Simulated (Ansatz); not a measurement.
# BrClGeH2O: the cost of one run

Method: the settings change from run to run; program: Ansatz 0.2.0, Gaussian basis.

### 1 The molecule

The geometry comes from an earlier relaxation with PBE0-D4 in a triple-zeta def2 set; it is a stationary point.

SMILES `[OH][GeH]([Cl])[Br]`, 6 atoms, charge 0, spin multiplicity 1.

Atoms are counted from 1 here; the program's logs count them from 0.

Bond lengths: O1–Ge2 1.753 Å, O1–H5 0.961 Å, Ge2–Cl3 2.139 Å, Ge2–Br4 2.292 Å, Ge2–H6 1.523 Å. Angles: Ge2–O1–H5 113.5°, O1–Ge2–Cl3 109.5°, O1–Ge2–Br4 109.9°, O1–Ge2–H6 107.8°, Cl3–Ge2–Br4 107.2°, Cl3–Ge2–H6 110.8°, Br4–Ge2–H6 111.5°.

### 2 BHLYP/aug-cc-pVDZ

Options: D4 dispersion, relativity set to scalar.

Input file in.yaml:

```yaml
crystal:
  periodic: [false, false, false]
  atoms:
    - {symbol: O, position_ang: [-1.316540, 0.590863, -0.097993]}
    - {symbol: Ge, position_ang: [0.334137, 0.023965, -0.264695]}
    - {symbol: Cl, position_ang: [1.507544, 0.751020, 1.369551]}
    - {symbol: Br, position_ang: [0.387344, -2.265742, -0.172412]}
    - {symbol: H, position_ang: [-1.743820, 0.293356, 0.710214]}
    - {symbol: H, position_ang: [0.873434, 0.542539, -1.590865]}
basis:
  gaussian: {orbitals: aug-cc-pVDZ}
hamiltonian: {xc: {name: BHLYP}, dispersion: d4, pseudopotentials: {relativity: scalar}}
output: {forces: true}
```

Command:

```
> ansatz run in.yaml --threads 4 --pin off --events-out ev --progress --plain --max-ram 10444MiB
```

What time and memory should one allow on 4 threads of Arm Neoverse V1, shared host?

About 4.4 s, with a peak of 0.47 GiB.
